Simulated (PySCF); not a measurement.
**The bond of TlBi+, level by level**

One table from this session's results is given with a row withheld; the runs are named, their logs left out.

The runs use PySCF 2.14.0; Tl def2-SVP with ECP60, Bi def2-SVP with ECP60, scalar-relativistic core potentials.

The first run:

A driver script around PySCF takes these settings:

```
atoms                         : Tl, Bi
charge                        : 1
basis                         : Tl def2-SVP with ECP60, Bi def2-SVP with ECP60
Hamiltonian                   : scalar-relativistic core potentials
basis functions               : 52
electrons treated             : 43
masses in u                   : 204.9744, 208.9804
levels                        : PBE0, PBE, r²SCAN, TPSSh, revPBE, PW91, HSE06, HF, MP2, SCS-MP2, CCSD, CCSD(T)
grid                          : 80 radial by 434 angular points
occupations                   : held fixed by the projection of orbital angular momentum
dissociation limit            : Tl+ + Bi, each in its ground configuration
starting distance in angstrom : 2.990
values of 2S to try           : 1, 3
```

The run is started by

```console
OMP_NUM_THREADS=1 python dia.py task.json out
```

Among the steps run: Set-up; PBE0 along the bond; Excited determinants; PBE; r²SCAN (meta-GGA); TPSSh; revPBE; PW91 (GGA); HSE06; UHF; Adding correlation.

One of the session's tables, all rows but one given; the rest of the session is left out.

It belongs to the step «The curves together». Energy (eV) from each level's lowest point:

```
R (Å)    UHF  UHF-MP2  UHF-SCS-MP2  UHF-CCSD  UHF-CCSD(T)
2.877  0.537    0.354        0.405       n/a          n/a
3.010  0.318    0.177        0.215     0.197        0.183
3.144  0.179    0.075        0.101     0.087        0.078
3.245  0.109    0.032        0.050     0.039        0.033
3.345  0.062    0.009        0.019     0.012        0.009
3.445  0.031    0.000        0.004     0.000        0.000
3.579      ?        ?            ?         ?            ?
3.746  0.000    0.023        0.012     0.016        0.023
3.947  0.007    0.059        0.039     0.048        0.058
4.215  0.029    0.110        0.083       n/a          n/a
```

Q: Estimate the row for R (Å) = 3.579 from the others.

Worked estimate for «UHF». A straight line through the neighbours (3.445, 0.031) and (3.746, 0.000) gives 0.031 + (0.000 − 0.031) × (3.579 − 3.445) / (3.746 − 3.445) = 0.017; a parabola fitted to 4 rows on both sides gives 0.011.

As computed: UHF: 0.009; UHF-MP2: 0.004; UHF-SCS-MP2: 0.000; UHF-CCSD: 0.000; UHF-CCSD(T): 0.003. In «UHF» the line misses by +0.008 and the parabola by +0.002.
